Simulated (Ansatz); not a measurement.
Write a Python script for the Python package of Ansatz (0.2.0) that makes a formation energy from the elements of BaZrO3 and its elements. Level of theory (first run): PBE, PAW, cutoff 463 eV, 10×10×10 k-points, Fermi-Dirac smearing of 0.05 eV.

Script `formation_bazro3.py`:
```python
"""Formation energy of BaZrO3 from the elements, after relaxing cells and atoms."""

from collections import Counter
import warnings

import ansatz
import numpy as np

POLARISED = {"O2"}

GASES = {"O2"}


def ground_state(name, crystal):
    calc = (
        crystal.calculation()
        .functional(ansatz.Functional.PBE)
        .basis(17 * ansatz.Ha)
        .kpoints(spacing=0.16)
        .occupations("fermi_dirac", width=0.05)
        .stress()
    )
    if name in POLARISED:
        calc = calc.spin("collinear")
    if name in GASES:
        return calc.kpoints(1, 1, 1).relax(force_tolerance=0.02, max_steps=40).run()
    calc = calc.relax(force_tolerance=0.02, max_steps=40, cell=True)
    return calc.run()


def counts(outcome):
    return Counter(site.symbol for site in outcome.lattice.sites)

def formation_energy(outcome, mu):
    n = counts(outcome)
    return (outcome.report["energy_sigma0_ev"] - sum(k * mu[element] for element, k in n.items())) / sum(n.values())


def volume_per_atom(outcome):
    return abs(np.linalg.det(outcome.lattice.cell_ang)) / len(outcome.lattice.sites)

warnings.simplefilter("ignore", ansatz.DeckWarning)

phases = {}
bazro3 = (
    ansatz.Lattice.of([4.19134, 0.0, 0.0], [0.0, 4.19134, 0.0], [0.0, 0.0, 4.19134])
    .atom("Ba", [0.0, 0.0, 0.0])
    .atom("Zr", [0.5, 0.5, 0.5])
    .atom("O", [0.0, 0.5, 0.5])
    .atom("O", [0.5, 0.0, 0.5])
    .atom("O", [0.5, 0.5, 0.0])
)
phases["BaZrO3"] = bazro3
ba = (
    ansatz.Lattice.bcc(5.013)
    .space_group(229)
    .atom("Ba", [0.0, 0.0, 0.0])
    .primitive()
)
phases["Ba"] = ba
zr = (
    ansatz.Lattice.from_parameters(3.232, 3.232, 5.147, alpha=90, beta=90, gamma=120)
    .space_group(194)
    .atom("Zr", [1 / 3, 2 / 3, 0.25])
)
phases["Zr"] = zr
o2 = (
    ansatz.Lattice.of([9.0, 0.0, 0.0], [0.0, 9.5, 0.0], [0.0, 0.0, 10.0])
    .atom("O", [0.5, 0.5, 0.4385])
    .atom("O", [0.5, 0.5, 0.5615])
    .moments(O=1.0)
)
phases["O2"] = o2

done = {name: ground_state(name, crystal) for name, crystal in phases.items()}

# chemical potentials of the elements at zero temperature
references = {"Ba": "Ba", "Zr": "Zr", "O": "O2"}
mu = {element: done[name].report["energy_sigma0_ev"] / len(done[name].lattice.sites) for element, name in references.items()}

target = done["BaZrO3"]
heat = formation_energy(target, mu)
rows = [(name, len(o.lattice.sites), volume_per_atom(o), formation_energy(o, mu)) for name, o in done.items()]
print("     phase       atoms  V (A^3/atom)  E_form (eV/atom)")
for row in rows:
    print(f"{str(row[0]):>10}  {row[1]:10d}  {row[2]:12.3f}  {row[3]:16.4f}")
# gas references are bare DFT energies, without zero-point or fitted corrections
```

```console
$ python formation_bazro3.py
     phase       atoms  V (A^3/atom)  E_form (eV/atom)
    BaZrO3           5        15.104           -3.2821
        Ba           1        62.989            0.0000
        Zr           2        23.386            0.0000
        O2           2       427.500            0.0000
```

Reading the output:
- Other magnetic orders than the one started from may lie lower.
- For the metals among these phases the mesh is modest: differences between phases can be off by up to 40 meV an atom.
- The program warned that this SCF threshold is loose for forces or stresses.
- The cells come from databases of deposited and of computed structures, and not all need be stable phases.
- The compound is the structure given, not necessarily its lowest; energies are at zero temperature, with no correction for gases. Magnetic phases start from parallel moments and may not end in their lowest magnetic state. A semilocal functional's error on such energies is often 0.05 to 0.1 eV an atom, and 0.1 to 0.3 eV against gases such as O2 or F2.
- The script silences the warnings on its input, which a real study should read.
- It ran for 100 s on 1 thread of Arm Neoverse V1, with other jobs on the host, peak memory 0.84 GiB.
